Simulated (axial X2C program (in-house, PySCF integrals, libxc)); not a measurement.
**TeB: EOM-EA-CCSD levels**

Wanted for TeB: EOM-EA-CCSD levels, at the two-component level.

Program: an in-house X2C program for linear molecules on PySCF integrals. Level of theory: two-component X2C with atomic mean-field terms, Te dyall-acv3z, B dyall-av3z. These are calculated values, not measurements.

### 1 The job

Input file task.json:

```json
{"zs": [52, 5], "q": 0, "bas": ["dyall-acv3z", "dyall-av3z"], "r0": 2.06, "eom": "ea", "thr": -2.0, "nmax": 92, "grid": [1, 0.96, 1.045, 0.92, 1.09, 1.15]}
```

Keys: zs atomic numbers; q charge; bas basis sets; r0 starting distance in Å; eom kind of EOM run; thr threshold in hartree for freezing inner shells (an s shell follows its p shell); nmax most natural virtual spinors; grid distances as factors.

Run with:

```sh
> python soeom.py task.json out
```

Nuclei are Gaussian, cores are contracted, and the Gaunt term is on.

### 2 EOM-EA-CCSD at 1.956 Å

Reference: the closed shell TeB⁺; 18 electrons correlated, 84 virtual spinors; roots sought by Ω: 1/2: 5, 3/2: 4, 5/2: 2, 7/2: 1.

Output:

```text
two-component X2C + atomic mean field  HF
basis functions 198  fitting functions 1014  grid points 5077
iter        total energy     max residual
   1      -6812.315835687     3.98e-01
   2      -6812.337854878     6.88e-03
   3      -6812.338489836     2.68e-02
   4      -6812.339025835     4.00e-03
   5      -6812.339100973     1.73e-03
   6      -6812.339206305     5.26e-03
   7      -6812.339301147     4.17e-03
   8      -6812.339343945     1.45e-03
   9      -6812.339359769     4.46e-04
  10      -6812.339362422     4.29e-04
  11      -6812.339362953     1.28e-04
  12      -6812.339363066     3.01e-05
  13      -6812.339363088     3.26e-05
  14      -6812.339363094     8.45e-06
  15      -6812.339363096     3.31e-06
  16      -6812.339363096     3.62e-06
  17      -6812.339363096     1.08e-06
converged
one-electron -9469.09376163  Coulomb 2768.70255749  exact exchange -178.24335886  xc functional 0.00000000  nuclear repulsion 70.34052906  atomic mean-field constant -4.04532915
correlated 18  virtual 292  natural virtual 84  E(MP2) -0.715883764  MP2 remainder -0.154991147
iter   CCSD correlation   residual
   1     -0.512096265   2.11e-01
   2     -0.529673434   1.10e-01
   3     -0.536483146   5.26e-02
   4     -0.536217708   2.13e-02
   5     -0.536347808   9.81e-03
   6     -0.536534013   4.48e-03
   7     -0.536491058   3.20e-03
   8     -0.536534031   2.49e-03
   9     -0.536484033   1.98e-03
  10     -0.536495955   1.31e-03
  11     -0.536480283   7.13e-04
  12     -0.536486658   3.05e-04
  13     -0.536483374   1.48e-04
  14     -0.536485580   7.55e-05
  15     -0.536485683   2.91e-05
  16     -0.536485789   1.32e-05
  17     -0.536485882   6.31e-06
  18     -0.536485886   3.98e-06
(T) -0.020385461  T1 0.0329  D1 0.0678  max T2 0.164
EOM-EA-CCSD roots
2*Omega      energy/Eh   energy/eV  one-particle weight
    1      -0.34887311     -9.4933      0.908
    1      -0.22541570     -6.1339      0.900
    1      -0.18123592     -4.9317      0.032
    1      -0.13787875     -3.7519      0.001
    1      -0.11001951     -2.9938      0.301
    3      -0.22340126     -6.0791      0.905
    3      -0.17729667     -4.8245      0.003
    3      -0.12793717     -3.4813      0.001
    3      -0.08983576     -2.4446      0.005
    5      -0.11386280     -3.0984      0.000
    5      -0.08315407     -2.2627      0.000
    7      -0.09696416     -2.6385      0.000
```

T1 in the output is the amplitude norm over the root of the electron number; divide by √2 for the Lee–Taylor value.

| Ω | binding energy (eV) | above lowest (cm⁻¹) | spinor | weight |
| --- | --- | --- | --- | --- |
| 1/2 | 9.493 | 0 | 45% B pσ, 15% Te pσ, 13% B sσ | 0.91 |
| 1/2 | 6.134 | 27100 | 50% B pπ, 18% Te dπ, 17% Te pπ | 0.90 |
| 3/2 | 6.079 | 27540 | 50% B pπ, 18% Te dπ, 17% Te pπ | 0.90 |

It took 24 s on 1 thread of Arm Neoverse V2, shared host; peak memory 1.1 GiB.

### 3 EOM-EA-CCSD at 1.878 Å

| Ω | binding energy (eV) | above lowest (cm⁻¹) | spinor | weight |
| --- | --- | --- | --- | --- |
| 1/2 | 9.580 | 0 | 50% B pσ, 16% B sσ, 14% Te pσ | 0.91 |
| 1/2 | 5.977 | 29060 | 47% B pπ, 20% Te dπ, 17% Te pπ | 0.91 |
| 3/2 | 5.900 | 29680 | 43% B pπ, 21% Te pπ, 19% Te dπ | 0.91 |
| 1/2 | 2.886 | 53990 | 56% B sσ, 22% Te sσ, 13% Te dσ | 0.95 |

Wall time 24 s (1 thread of Arm Neoverse V2, shared host); peak memory 1.1 GiB.

### 4 EOM-EA-CCSD at 2.044 Å

| Ω | binding energy (eV) | above lowest (cm⁻¹) | spinor | weight |
| --- | --- | --- | --- | --- |
| 1/2 | 9.367 | 0 | 37% B pσ, 19% Te pπ, 15% Te pσ | 0.91 |
| 1/2 | 6.276 | 24940 | 53% B pπ, 17% Te pπ, 16% Te dπ | 0.89 |
| 3/2 | 6.243 | 25200 | 57% B pπ, 17% Te dπ, 13% Te pπ | 0.89 |

It took 25 s on 1 thread of Arm Neoverse V2, shared host; peak memory 1.1 GiB.

### 5 EOM-EA-CCSD at 1.800 Å

| Ω | binding energy (eV) | above lowest (cm⁻¹) | spinor | weight |
| --- | --- | --- | --- | --- |
| 1/2 | 9.604 | 0 | 53% B pσ, 18% B sσ, 12% Te pσ | 0.92 |
| 1/2 | 5.793 | 30730 | 43% B pπ, 21% Te dπ, 17% Te pπ | 0.92 |
| 3/2 | 5.700 | 31480 | 37% B pπ, 22% Te pπ, 21% Te dπ | 0.92 |
| 1/2 | 2.854 | 54440 | 57% B sσ, 23% Te sσ, 11% Te dσ | 0.93 |

Wall time 25 s (1 thread of Arm Neoverse V2, shared host); peak memory 1.1 GiB.

### 6 EOM-EA-CCSD at 2.132 Å

| Ω | binding energy (eV) | above lowest (cm⁻¹) | spinor | weight |
| --- | --- | --- | --- | --- |
| 1/2 | 9.247 | 0 | 31% B pσ, 27% Te pπ, 15% Te pσ | 0.92 |
| 1/2 | 6.385 | 23090 | 57% B pπ, 16% Te pπ, 14% Te dπ | 0.89 |
| 3/2 | 6.362 | 23270 | 64% B pπ, 15% Te dπ, 11% Te pπ | 0.87 |

Run time: 25 s. Hardware: 1 thread of Arm Neoverse V2, shared host; peak memory 1.1 GiB.

### 7 EOM-EA-CCSD at 2.249 Å

| Ω | binding energy (eV) | above lowest (cm⁻¹) | spinor | weight |
| --- | --- | --- | --- | --- |
| 1/2 | 9.104 | 0 | 38% Te pπ, 23% B pσ, 15% Te pσ | 0.93 |
| 1/2 | 6.479 | 21170 | 62% B pπ, 15% Te pπ, 13% Te dπ | 0.89 |
| 3/2 | 6.464 | 21290 | 71% B pπ, 13% Te dπ, 8% Te pπ | 0.86 |

Wall time 27 s (1 thread of Arm Neoverse V2, shared host); peak memory 1.1 GiB.

### 8 Curves of the states

Energies in eV from the lowest point of the lowest state; states are followed by energy order within each Ω.

| R (Å) | (1)Ω=1/2 | (2)Ω=1/2 | (1)Ω=3/2 |
| --- | --- | --- | --- |
| 1.800 | 0.2672 | 4.0772 | 4.1704 |
| 1.878 | 0.0243 | 3.6272 | 3.7039 |
| 1.956 | 0.0000 | 3.3594 | 3.4143 |
| 2.044 | 0.1104 | 3.2022 | 3.2352 |
| 2.132 | 0.2894 | 3.1519 | 3.1742 |
| 2.249 | 0.5707 | 3.1958 | 3.2108 |

Constants where the minimum is well bracketed (masses 129.906 and 11.009 u):

| state | Te (cm⁻¹) | Re (Å) | ωe (cm⁻¹) |
| --- | --- | --- | --- |
| (1)Ω=1/2 | 0 | 1.927 | 794 |

### 9 Summary of results

```
                     quantity                             value
       lowest root at 1.956 Å                 Ω = 1/2, 9.493 eV
next root led by one particle  Ω = 1/2, about 27100 cm⁻¹ higher
          T1 of the reference                             0.023
      lowest state, Re and ωe                 1.927 Å, 794 cm⁻¹
```

**Reading.** The added electron is bound by 9.49 eV in a spinor of 45% B pσ, 15% Te pσ, 13% B sσ. Errors of 0.1 to 0.3 eV are usual at this size, and roots led by higher excitations are left out, so the list is incomplete, and low states of that kind can be missing. T1 or the largest double amplitude of the reference is raised, which lowers the reliability. The bond is 0.085 Å shorter than in the closed-shell reference at CCSD (2.012 Å).
